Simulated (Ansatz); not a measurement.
Runs of Ansatz 0.2.0 on GeCN2. Symmetry: R-3m, No. 166, trigonal system. The conventional cell has a = 3.588 Å, b = 3.588 Å, c = 14.766 Å, α = 90.00°, β = 90.00°, γ = 120.00°. Ge (site symmetry -3m) is surrounded by 6 N at 2.40 Å. N (site symmetry 3m) has 1 C at 1.24 Å as nearest neighbours. C (site symmetry -3m) is surrounded by 2 N at 1.24 Å. The cell comes from a database or a generator and needn't be the stable form of this composition.

```csv
level,gap on the mesh (eV),pressure (GPa),relaxed volume (Å³/atom)
PBEsol,0.94,0.0,(a)
PBEsol+D3(BJ),1.06,0.0,13.69
PBEsol+D3(BJ)-ATM,1.04,0.0,(c)
PBEsol+D4,0.96,0.0,(b)
```

Alike in all rows: task relaxation of cell and atoms; potentials or basis Ansatz PAW; no spin polarisation; cell relaxed; k mesh 9 × 9 × 9; cutoff (eV) 420; smearing fermi-dirac 0.05 eV.

**Question.** Fill in the values left out.

**Answer.** (a) 12.99; (b) 12.94; (c) 13.65.

Caveats: odd divisions of the mesh miss points on the zone boundary, where band edges often lie, so the gap on the mesh can be too wide; the plane-wave basis is chosen anew once the cell has moved, so the energies of steps on either side of that aren't comparable; the PAW data sets come from PBE, with cores solved anew for the run's functional, which leaves a small shift of forces and pressure.

A k mesh can miss the band edges, and the runs leave out spin-orbit coupling on Ge.
